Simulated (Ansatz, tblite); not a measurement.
# [CuCl4]-: a ladder of methods and basis sets

Aim: run the singlet of [CuCl4]- at one geometry on many levels, and compare frontier levels, spin and run time.

Method: as each input shows; program: Ansatz 0.2.0, Gaussian basis.

Levels to be run: GFN1-xTB, GFN2-xTB, PBE-D4/def2-TZVPD, r2SCAN-D4/def2-TZVPD, LC-ωPBE/def2-TZVPD, B2PLYP/def2-TZVPD, B3LYP-D4/def2-TZVPD, BLYP-D4/def2-TZVPD, r2SCANh-D4/def2-TZVPD, PBE-D4/def2-SVPD, PBE0-D4/def2-SVPD, HF/STO-3G, HF/6-31G, B3LYP-D4/6-31G, CCSD(T)/def2-SVPD, MP2/def2-TZVPD, RPA/def2-TZVPD.

## 1. The structure

The geometry is that of the singlet, from an earlier relaxation (r2SCAN-D4/def2-SVPD).

5 atoms, charge -1, spin multiplicity 1.

Bond lengths: Cu1–Cl2 2.212 Å, Cu1–Cl3 2.212 Å, Cu1–Cl4 2.212 Å, Cu1–Cl5 2.212 Å. Angles: Cl2–Cu1–Cl3 90.0°, Cl2–Cu1–Cl4 179.8°, Cl2–Cu1–Cl5 90.0°, Cl3–Cu1–Cl4 90.0°, Cl3–Cu1–Cl5 179.8°, Cl4–Cu1–Cl5 90.0°.

Geometry (Å):

```xyz
5

Cu    0.0001   -0.0001    0.0000
Cl    2.2120   -0.0248    0.0068
Cl    0.0247    2.2117    0.0054
Cl   -2.2116    0.0251    0.0009
Cl   -0.0252   -2.2119   -0.0131
```

Formally the metal is d8. No spin-orbit coupling is included. The ion is computed in the gas phase, without counter-ions or solvent.

PBE0-D4/def2-TZVPD was run before; its log isn't repeated, and its numbers join the tables.

## 2. GFN1-xTB

Tight binding, by tblite at 300 K electronic temperature and without a spin-polarisation term:

```python
tblite.interface.Calculator('GFN1-xTB', numbers, positions, charge=-1, uhf=0).singlepoint()
```

Energy -596.2694 eV, HOMO -8.13 eV, LUMO -6.79 eV; 0.011 s.

## 3. GFN2-xTB

Tight binding, by tblite at 300 K electronic temperature and without a spin-polarisation term:

```python
tblite.interface.Calculator('GFN2-xTB', numbers, positions, charge=-1, uhf=0).singlepoint()
```

Energy -610.9943 eV, HOMO -7.71 eV, LUMO -6.68 eV; 0.011 s.

## 4. PBE-D4/def2-TZVPD

start.molden holds the orbitals of an earlier run on this state, given as this run's starting guess.

Input file in.yaml:

```yaml
crystal:
  periodic: [false, false, false]
  atoms:
    - {symbol: Cu, position_ang: [0.000138, -0.000083, 0.000001]}
    - {symbol: Cl, position_ang: [2.211983, -0.024831, 0.006788]}
    - {symbol: Cl, position_ang: [0.024737, 2.211716, 0.005413]}
    - {symbol: Cl, position_ang: [-2.211644, 0.025066, 0.000907]}
    - {symbol: Cl, position_ang: [-0.025204, -2.211877, -0.013109]}
basis:
  gaussian: {orbitals: def2-TZVPD, initial_orbitals: start.molden}
total_charge: -1
hamiltonian: {xc: pbe, dispersion: d4}
scf: {omitted_lower_state_checks: [starts]}
output: {orbitals: {seedname: orbitals}}
```

Launch:

```sh
> ansatz run in.yaml --threads 4 --pin off --events-out ev --progress --plain --max-ram 3916MiB
```

The runs that follow: r2SCAN-D4/def2-TZVPD; LC-ωPBE/def2-TZVPD; B2PLYP/def2-TZVPD; B3LYP-D4/def2-TZVPD; BLYP-D4/def2-TZVPD; r2SCANh-D4/def2-TZVPD; PBE-D4/def2-SVPD; PBE0-D4/def2-SVPD; HF/STO-3G; HF/6-31G; B3LYP-D4/6-31G; CCSD(T)/def2-SVPD; MP2/def2-TZVPD; RPA/def2-TZVPD.

Before running them: what should the planned runs give, taken together? Wanted: gap in def2-TZVPD, named functionals, smallest and largest; correlation energy, CCSD(T)/def2-SVPD; correlation energy, MP2/def2-TZVPD; PBE0 total energy, smallest basis above largest.

**Answer**, as computed:

```
                                                  quantity                                 value
gap in def2-TZVPD, named functionals, smallest and largest  0.49 eV (BLYP-D4), 6.81 eV (LC-ωPBE)
                     correlation energy, CCSD(T)/def2-SVPD                             -27.85 eV
                        correlation energy, MP2/def2-TZVPD                             -34.23 eV
           PBE0 total energy, smallest basis above largest      22.77 eV (def2-SVPD, def2-TZVPD)
```

**Reading.** Orbital gaps of the named functionals in def2-TZVPD span 0.49 eV (BLYP-D4) to 6.81 eV (LC-ωPBE); exact exchange widens it. Notes on CCSD(T)/def2-SVPD and its Hartree-Fock reference, which MP2 shares: restricted state is unstable towards broken spin symmetry, state flagged by the program.
